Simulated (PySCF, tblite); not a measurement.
# C₂H₁₄Si₄: geometry, infrared bands and NMR shifts

Aim: predict the infrared bands and NMR shifts of C₂H₁₄Si₄ (`CC[Si]([SiH3])([SiH3])[SiH3]`).

Computed with tblite 0.8.0 and PySCF 2.14.0, with density-fitted response routines of our own, on a single molecule in the gas phase. Atoms count from 0, in the outputs and in this text.

### Step 1. The molecule as given

20 atoms, charge 0, multiplicity 1; geometry from: force field or distance geometry start.

Bonds of the start (Å): C0–C1 1.53, C1–Si2 1.87, Si2–Si3 2.29, Si2–Si4 2.26, Si2–Si5 2.26, C0–H6 1.09, C0–H7 1.10, C0–H8 1.09, C1–H9 1.10, C1–H10 1.09, Si3–H11 1.47, Si3–H12 1.48, Si3–H13 1.48, Si4–H14 1.47, Si4–H15 1.48, Si4–H16 1.49, Si5–H17 1.48, Si5–H18 1.48, Si5–H19 1.49.

### Step 2. Geometry optimisation with GFN2-xTB

What the job is given:

```
{"job": {"kind": "relax", "xc": "GFN2-xTB", "basis": "xTB"}, "charge": 0, "multiplicity": 1}
C     -2.242100    -1.199900     0.061900
C     -1.606800     0.177900    -0.108800
Si     0.261200     0.248400    -0.022100
Si     0.971200     2.404200    -0.300900
Si     1.242000    -0.970600    -1.655500
Si     1.072600    -0.462600     1.962500
H     -2.010100    -1.643200     1.028500
H     -3.334000    -1.099900     0.004500
H     -1.925800    -1.894500    -0.720100
H     -2.018100     0.831900     0.679000
H     -1.937900     0.589300    -1.058900
H      0.513000     2.918900    -1.602800
H      2.448500     2.461400    -0.223500
H      0.412100     3.254500     0.777300
H      0.864600    -2.390300    -1.523000
H      0.789000    -0.491600    -2.982700
H      2.721500    -0.846700    -1.580500
H      0.513700     0.349300     3.070300
H      0.697800    -1.876600     2.196800
H      2.562600    -0.349200     1.994900
```

Command:

```console
$ OMP_NUM_THREADS=1 python probes_run.py task.json out
```

One launch serves the whole session: the jobs run in the order shown.

**Question.** This job is followed by: GFN2-xTB harmonic vibrations, gas phase; GIAO PBE0/pcSseg-1 NMR shielding, non-relativistic, gas phase. What will the session give for the following? strongest single infrared mode (GFN2-xTB); zero-point energy (GFN2-xTB); ¹³C shifts against TMS (PBE0/pcSseg-1); ¹H shifts against TMS (PBE0/pcSseg-1, means over atoms taken as alike); ²⁹Si shifts against TMS (PBE0/pcSseg-1, means over atoms taken as alike).

The runs gave:

```
                                                                quantity                 value
                               strongest single infrared mode (GFN2-xTB)  757 cm⁻¹, 993 km/mol
                                            zero-point energy (GFN2-xTB)         85.9 kcal/mol
                                  ¹³C shifts against TMS (PBE0/pcSseg-1)         15.6, 8.9 ppm
  ¹H shifts against TMS (PBE0/pcSseg-1, means over atoms taken as alike)  3.55, 1.23, 0.92 ppm
²⁹Si shifts against TMS (PBE0/pcSseg-1, means over atoms taken as alike)     -88.3, -112.8 ppm
```

In words: Relaxing lowered the energy by 0.311 eV in 54 steps; the close pair that moved most is Si2–Si5, from 2.259 to 2.343 Å. No mode is imaginary among the 54: a minimum at this level. GFN2-xTB is a fitted tight-binding method: band positions and strengths are rough. Its intensities can rank the bands wrongly. At PBE0/pcSseg-1: The largest span, 91 ppm, is at Si2, where the paramagnetic term is -446 ppm.
